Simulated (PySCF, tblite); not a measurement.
**C₅H₁₃BGe₂: geometry, infrared bands and NMR shifts**

What infrared bands and NMR shifts should C₅H₁₃BGe₂ (`C#CB[C@@H]([GeH3])C[CH2][GeH3]`) show?

The runs use tblite 0.8.0 and PySCF 2.14.0, with density-fitted response routines of our own; the level of theory stands in each step. All values are computed, except where a source is named. Atoms count from 0, in the outputs and in this text.

## (1) The molecule as given

21 atoms, charge 0, multiplicity 1; geometry from: force field or distance geometry start.

Bonds of the start (Å): C0–C1 1.19, C1–B2 1.55, B2–C3 1.60, C3–Ge4 1.96, C3–C5 1.54, C5–C6 1.54, C6–Ge7 1.96, C0–H8 1.06, B2–H9 1.18, C3–H10 1.10, Ge4–H11 1.55, Ge4–H12 1.55, Ge4–H13 1.55, C5–H14 1.11, C5–H15 1.12, C6–H16 1.11, C6–H17 1.10, Ge7–H18 1.55, Ge7–H19 1.55, Ge7–H20 1.55.

## (2) Geometry optimisation with GFN2-xTB

The job: settings as JSON, then the geometry in Å.

```
{"job": {"kind": "relax", "xc": "GFN2-xTB", "basis": "xTB"}, "charge": 0, "multiplicity": 1}
C     -2.434800    -0.724200    -3.052200
C     -2.038000    -0.812900    -1.932100
B     -1.499900    -0.941300    -0.481600
C     -0.920200     0.348700     0.263400
Ge    -1.992000     0.641300     1.881000
C      0.552000     0.154000     0.657700
C      1.483900     0.150800    -0.564200
Ge     3.348100    -0.008900     0.007600
H     -2.798600    -0.640000    -4.041700
H     -1.509900    -1.993800     0.051800
H     -1.026800     1.236300    -0.377700
H     -3.477000     0.847200     1.472800
H     -1.878000    -0.584600     2.820700
H     -1.468400     1.904700     2.605400
H      0.682400    -0.781100     1.237100
H      0.858200     0.998400     1.332000
H      1.247300    -0.706600    -1.221200
H      1.367100     1.086700    -1.133500
H      3.525800    -1.333100     0.796000
H      4.264600    -0.017300    -1.239400
H      3.705500     1.192700     0.917600
```

Started as:

```bash
> OMP_NUM_THREADS=1 python probes_run.py task.json out
```

The driver reads the jobs from task.json and runs them one after another.

**Question.** This job is followed by: GFN2-xTB harmonic vibrations, gas phase; GIAO PBE0/pcSseg-1 NMR shielding, non-relativistic, gas phase. What will the session give for the following? strongest single infrared mode (GFN2-xTB); zero-point energy (GFN2-xTB); 13C shifts against TMS (PBE0/pcSseg-1); 1H shifts against TMS (PBE0/pcSseg-1, means over atoms taken as alike); 11B shifts against BF3·OEt2 (PBE0/pcSseg-1); 73Ge shifts against GeMe4 (PBE0/pcSseg-1).

**Answer**, as computed:

| quantity | value |
| --- | --- |
| strongest single infrared mode (GFN2-xTB) | 769 cm⁻¹, 768 km/mol |
| zero-point energy (GFN2-xTB) | 92.0 kcal/mol |
| 13C shifts against TMS (PBE0/pcSseg-1) | 131.6, 99.4, 50.1, 35.5, 21.3 ppm |
| 1H shifts against TMS (PBE0/pcSseg-1, means over atoms taken as alike) | 6.66, 4.50, 3.63, 3.46, 2.62, 2.14, 1.80, 1.15, 0.79 ppm |
| 11B shifts against BF3·OEt2 (PBE0/pcSseg-1) | 65.6 ppm |
| 73Ge shifts against GeMe4 (PBE0/pcSseg-1) | -235, -237 ppm |

Relaxing lowered the energy by 0.316 eV in 119 steps; the close pair that moved most is Ge4–H11, from 1.554 to 1.497 Å. No mode is imaginary among the 57: a minimum at this level. The strongest single mode, at 769 cm⁻¹, has its largest shares on H11, H13 and H12 (the list is cut at 3 atoms). GFN2-xTB is a fitted tight-binding method: band positions and strengths are rough. Its intensities can rank the bands wrongly. At PBE0/pcSseg-1: The widest tensor belongs to C1: span 318 ppm, with a paramagnetic part of -167 ppm. Spin-orbit coupling is left out, which matters for shieldings and couplings at and beside the heavy atoms.
